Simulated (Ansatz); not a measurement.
# TiH (quartet): from Hartree-Fock to the top rungs at distance Ti1–H2 = 2.398 Å, def2-TZVP

Aim: climb from Hartree-Fock through coupled cluster and multireference methods for TiH (quartet) at one geometry and basis, and see what each rung misses.

Method: def2-TZVP, core rule «outside noble gas», up to 9 orbitals frozen; program: Ansatz 0.2.0, Gaussian basis.

To be run: UHF; CCSD(T) on ROHF; CCSD(T) on UHF; CISD as a restricted active space (open shells left free, so some higher excitations enter); CCSDT(Q) on ROHF; CCSDT(Q) on UHF; CASSCF and MRCISD+Q, 5 electrons in 5 orbitals; CASSCF and NEVPT2, 5 electrons in 5 orbitals; Full CI.

47 further runs of the same task are left out: 33 for a known fault of the program, 12 that didn't finish, 2 set aside as unsound or not needed. Runs told in other sessions of the task aren't counted.

### Step 1. What is computed

The geometry derives from a PBE0/def2-TZVP stationary point (not a proven minimum). One bond is set to the value named and the two fragments are kept rigid.

2 atoms, charge 0, spin multiplicity 4.

Atoms are counted from 1 here; the program's logs count them from 0.

Bond lengths: Ti1–H2 2.398 Å.

### Step 2. UHF

File in.yaml:

```yaml
crystal:
  periodic: [false, false, false]
  atoms:
    - {symbol: Ti, position_ang: [0.000000, 0.000000, 0.000000]}
    - {symbol: H, position_ang: [0.000000, 0.000000, 2.398000]}
basis:
  gaussian: {orbitals: def2-TZVP}
magnetization: {spin_polarized: true, initial_magnetization: 3}
hamiltonian: {xc: hf}
output: {orbitals: {seedname: orbitals}}
```

The run is started by

```
$ ansatz run in.yaml --threads 1 --pin off --events-out ev --progress --plain --max-ram 2393MiB
```

Further steps of the session: CCSD(T) on ROHF; CCSD(T) on UHF; CISD as a restricted active space (open shells left free, so some higher excitations enter); CCSDT(Q) on ROHF; CCSDT(Q) on UHF; CASSCF and MRCISD+Q, 5 electrons in 5 orbitals; CASSCF and NEVPT2, 5 electrons in 5 orbitals; Full CI.

Q: Predict the results of all the runs planned. Wanted: FCI from the RHF energy; RMP2 from FCI; UMP2 from FCI; RCCSD from FCI; RCCSD(T) from FCI; UCCSD(T) from FCI; RCCSDT(Q) from FCI; UCCSDT(Q) from FCI; NEVPT2 pair from FCI.

The runs gave:

| quantity | value |
| --- | --- |
| FCI from the ROHF energy | -1.5027 eV |
| RMP2 from FCI | +510.6 meV |
| UMP2 from FCI | +430.2 meV |
| RCCSD from FCI | +65.6 meV |
| RCCSD(T) from FCI | +21.8 meV |
| UCCSD(T) from FCI | -41.3 meV |
| RCCSDT(Q) from FCI | -13.1 meV |
| UCCSDT(Q) from FCI | -69.9 meV |
| NEVPT2 pair from FCI | +407.7 meV |
| MRCISD+Q pair from FCI | +7.8 meV |
| levels within 1 kcal/mol (43 meV) | UCCSD, RCCSD(T), UCCSD(T), RCCSDT, RCCSDT(Q), MRCISD+Q pair |
| T1 diagnostic | 0.066 |
| effectively unpaired electrons | 3.14 |

RCCSD(T) lands +21.8 meV from the yardstick (1.5 % of the correlation energy). CCSD(T) misses by +21.8 meV on the restricted determinant and by -41.3 meV on the unrestricted one; the two need not hold the same state or core. UCCSD(T), RCCSDT, UCCSDT, RCCSDT(Q), UCCSDT(Q) fall below full CI: unrestricted runs freeze a spin-polarised core, another one than full CI's, and coupled cluster isn't variational. The occupations are near whole numbers, but T1 = 0.066 shows that the orbitals relax strongly. Of the multireference levels listed MRCISD+Q pair comes nearest in total energy (+7.8 meV), which doesn't show that its space is the better one. These misses are within one basis, not against nature; the frozen cores of restricted and unrestricted runs differ, which can shift their rows.

Levels on UHF freeze UHF's core orbitals, full CI those of ROHF, so the U rows can settle a little off it for that reason alone.

With open shells the CI space here admits some higher excitations, so it is larger than plain CISD.
